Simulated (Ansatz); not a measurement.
## B2ClFH2O, SMILES FBOBCl: a geometry optimisation, step by step

Computed with the Ansatz DFT code, driven from Python.

Run as a notebook:

**Cell 1**
```python
import ansatz
import numpy as np

GEOMETRY = '''
F    -1.75720    0.64740   -1.06910
B    -1.15190    0.28480    0.19240
O    -0.29020   -0.89440    0.27990
B     1.07040   -0.40140    0.06390
Cl    1.81620   -0.44640   -1.62360
H    -1.42400    0.89270    1.16920
H     1.73660   -0.08270    0.98730
'''
```

**Cell 2**
```python
geometry = ansatz.Crystal.molecule()
for line in GEOMETRY.strip().splitlines():
    symbol, *xyz = line.split()
    geometry = geometry.atom(symbol, [float(v) for v in xyz])

model = geometry.calculation()
model = model.basis(gaussian='def2-SVP')
model = model.functional('B3LYP')
symbols = [site.symbol for site in geometry.cartesian_sites]
start = np.array([site.position_ang for site in geometry.cartesian_sites], dtype=float)
def progress(event):
    if event['event'] == 'relax_step':
        row = event['data']
        print(f'step {row["step"]:3d}  E = {row["lagrangian_ev"]:.6f} eV  max force {row["allowed_force_max_ev_ang"]:.4f} eV/A')
```

**Cell 3**
```python
rep = model.relax(force_tolerance=0.005, max_steps=100).session().plan().execute(on_event=progress).report
end = np.array(rep['positions_ang'])
```
Output:
```text
step   1  E = -18667.368804 eV  max force 4.2977 eV/A
step   2  E = -18667.891161 eV  max force 2.1663 eV/A
step   3  E = -18668.195307 eV  max force 1.4529 eV/A
step   4  E = -18668.351989 eV  max force 0.9283 eV/A
step   5  E = -18668.515993 eV  max force 0.4223 eV/A
step   6  E = -18668.635133 eV  max force 0.3331 eV/A
step   7  E = -18668.710651 eV  max force 0.1937 eV/A
step   8  E = -18668.758551 eV  max force 0.3111 eV/A
step   9  E = -18668.759341 eV  max force 0.3084 eV/A
step  10  E = -18668.774462 eV  max force 0.1956 eV/A
step  11  E = -18668.777446 eV  max force 0.0760 eV/A
step  12  E = -18668.777918 eV  max force 0.0137 eV/A
step  13  E = -18668.777898 eV  max force 0.0673 eV/A
step  14  E = -18668.777954 eV  max force 0.0438 eV/A
step  15  E = -18668.778089 eV  max force 0.0211 eV/A
step  16  E = -18668.778099 eV  max force 0.0167 eV/A
step  17  E = -18668.778132 eV  max force 0.0009 eV/A
step  18  E = -18668.778136 eV  max force 0.0032 eV/A
```

**Cell 4**
```python
print(f'E = {rep["free_energy_ev"]:.6f} eV = {rep["free_energy_ev"] / 27.211386246:.7f} Ha')
print('converged:', rep['converged'], ' doubts:', rep['published_state_doubts'] or 'none')
```
Output:
```text
E = -18668.778356 eV = -686.0649504 Ha
converged: True  doubts: none
```

**Cell 5**
```python
print('bond        before    after (A)')
for i, j in [(0, 1), (1, 2), (1, 5), (2, 3), (3, 4), (3, 6)]:
    d0, d1 = (np.linalg.norm(xyz[i] - xyz[j]) for xyz in (start, end))
    print(f'{symbols[i]}{i}-{symbols[j]}{j}'.ljust(10), f'{d0:8.4f} {d1:8.4f}')
for i, j, k in [(0, 1, 2), (0, 1, 5), (2, 1, 5), (1, 2, 3), (2, 3, 4), (2, 3, 6), (4, 3, 6)]:
    u, v = end[i] - end[j], end[k] - end[j]
    print(f'angle {symbols[i]}{i}-{symbols[j]}{j}-{symbols[k]}{k}: {np.degrees(np.arccos(np.clip(u @ v / np.linalg.norm(u) / np.linalg.norm(v), -1, 1))):.2f} deg')
with open('b2clfh2o_opt.xyz', 'w') as handle:
    handle.write(f'{len(symbols)}\nrelaxed B2ClFH2O\n')
    handle.writelines(f'{s:2s} {x:11.6f} {y:11.6f} {z:11.6f}\n' for s, (x, y, z) in zip(symbols, end))
```
Output:
```text
bond        before    after (A)
F0-B1        1.4454   1.3183
B1-O2        1.4631   1.3636
B1-H5        1.1823   1.2033
O2-B3        1.4632   1.3568
B3-Cl4       1.8455   1.7567
B3-H6        1.1824   1.2022
angle F0-B1-O2: 117.22 deg
angle F0-B1-H5: 119.87 deg
angle O2-B1-H5: 122.91 deg
angle B1-O2-B3: 127.82 deg
angle O2-B3-Cl4: 118.60 deg
angle O2-B3-H6: 122.33 deg
angle Cl4-B3-H6: 119.07 deg
```

File `b2clfh2o_opt.xyz` afterwards:
```text
7
relaxed B2ClFH2O
F    -2.374176    0.398365   -0.504618
B    -1.213031    0.371218    0.119022
O    -0.164047   -0.198113   -0.540492
B     1.113719   -0.339493   -0.106490
Cl    2.279698   -1.119286   -1.164091
H    -1.115161    0.837724    1.223888
H     1.472897    0.049584    0.972782
```

Total energies depend on the basis set; only differences at equal settings carry meaning. The end point is the stationary point reached from this start; no frequency run checks that it is a minimum, and the basis set is modest. b3lyp holds the VWN-RPA fit, as in Gaussian; the form of ORCA and Turbomole is b3lyp5. Finished in 54 s on 1 thread of Arm Neoverse V2 (shared host), peak memory 0.23 GiB.

(Lines on the test bed's own set-up are left out of the output.)
